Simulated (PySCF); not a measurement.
# A diatomic session: BiCl+

One table from this session's results is given with a row withheld; the runs are named, their logs left out.

Program: PySCF 2.14.0. Level of theory: Bi def2-SVP with ECP60, Cl def2-SVP, scalar-relativistic core potentials. These are calculated values, not measurements.

Set-up of the first run:

A driver script around PySCF takes these settings:

```yaml
atoms: Bi, Cl
charge: 1
basis: Bi def2-SVP with ECP60, Cl def2-SVP
Hamiltonian: scalar-relativistic core potentials
basis_functions: 44
electrons_treated: 39
masses_in_u: 208.9804, 34.9689
levels: PBE0, PBE, r²SCAN, M06, B97-3, LDA, HSE06, HF, MP2, SCS-MP2, CCSD, CCSD(T)
grid: 80 radial by 434 angular points
occupations: held fixed by the projection of orbital angular momentum
dissociation_limit: Bi+ + Cl, each in its ground configuration
starting_distance_in_angstrom: 2.530
values_of_2S_to_try: 1, 3
```

On the command line:

```console
$ OMP_NUM_THREADS=1 python dia.py task.json out
```

Steps of the session up to this table: The job; The PBE0 curve of the state that the search chose; Excited determinants; PBE (GGA); r²SCAN; M06; B97-3 (global hybrid GGA); LDA (local density); HSE06; UHF; Adding correlation.

One of the session's tables, all rows but one given; the rest of the session is left out.

It belongs to the step «The curves together». Energy (eV) from each level's lowest point:

```
R (Å)    UHF  UHF-MP2  UHF-SCS-MP2  UHF-CCSD  UHF-CCSD(T)
2.047  1.559    1.547        1.582       n/a          n/a
2.142  0.680    0.673        0.698     0.712        0.745
2.237  0.205    0.201        0.216     0.226        0.247
2.309      ?        ?            ?         ?            ?
2.380  0.000    0.000        0.000     0.000        0.000
2.451  0.050    0.053        0.045     0.038        0.027
2.547  0.220    0.228        0.210     0.190        0.162
2.666  0.533    0.585        0.554     0.480        0.437
2.808  0.902    1.329        1.285     0.895        0.856
2.999  1.180    2.008        1.936       n/a          n/a
```

Q: Estimate the row for R (Å) = 2.309 from the others.

Worked estimate for «UHF». A straight line through the neighbours (2.237, 0.205) and (2.380, 0.000) gives 0.205 + (0.000 − 0.205) × (2.309 − 2.237) / (2.380 − 2.237) = 0.102; a parabola fitted to 4 rows on both sides gives 0.034.

As computed: UHF: 0.042; UHF-MP2: 0.040; UHF-SCS-MP2: 0.047; UHF-CCSD: 0.053; UHF-CCSD(T): 0.063. In «UHF» the line misses by +0.060 and the parabola by -0.008.

Limits of these values: At some levels the lowest empty orbital lies below the highest filled one (the two can be of opposite spin).
